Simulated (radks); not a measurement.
**Ga⁴⁺ in [Ne] 3s2 3p5.75 3d9 4f0.25: an all-electron calculation**

An exercise on one series of results from a longer session: the logs are not shown, and one member is left open.

Program: radks (a radial shooting solver on a logarithmic mesh, Libxc functionals) version 1. Level of theory: Dirac Kohn-Sham, exchange-only PBE, spin-unpolarised, spherical densities, finite nucleus; open shells fill j = l - 1/2 first. These are calculated values, not measurements, unless marked.

**What is computed**

* element: gallium (Z = 31)
* charge: +4
* electrons: 27
* configuration: [Ne] 3s2 3p5.75 3d9 4f0.25
* nuclear rms radius: 3.9973 fm

The first run:

Input:

```text
Z 31
configuration [Ne] 3s2 3p5.75 3d9 4f0.25
relativity Dirac
functional pbe,
spin unpolarised
j_filling energy
nucleus finite rms 3.9973 fm
c 137.035999084
```

Run with:

```console
> python run_ks.py task.json out
```

All runs below come from this command, one after another.

Among the steps run: Self-consistent calculation.

One table of the session follows, with a row left open; its other results are not shown here.

It belongs to the step «Orbitals and density». From the orbitals of this run (lengths in bohr):

| level | <r> | outermost maximum (interpolated) | 90 % within | nodes |
| --- | --- | --- | --- | --- |
| 1s1/2 | 0.04860 | 0.0318 | 0.0868 | 0 |
| 2s1/2 | 0.2176 | 0.182 | 0.337 | 1 |
| 2p1/2 | 0.1883 | 0.144 | 0.308 | 0 |
| 2p3/2 | 0.1918 | 0.147 | 0.313 | 0 |
| 3s1/2 | 0.6455 | 0.563 | 0.964 | 2 |
| 3p1/2 | ? | ? | ? | ? |
| 3p3/2 | 0.6713 | 0.567 | 1.03 | 1 |
| 3d3/2 | 0.7345 | 0.521 | 1.23 | 0 |
| 3d5/2 | 0.7386 | 0.524 | 1.23 | 0 |
| 4f5/2 | 3.778 | 3.29 | 5.56 | 0 |
| 4f7/2 | 3.778 | 3.29 | 5.56 | 0 |

**Question.** Estimate the row for 3p1/2.

As computed: <r>: 0.6613; outermost maximum (interpolated): 0.558; 90 % within: 1.01; nodes: 1. In the column «<r>» it lies between 3s1/2 (0.6455) and 3p3/2 (0.6713).
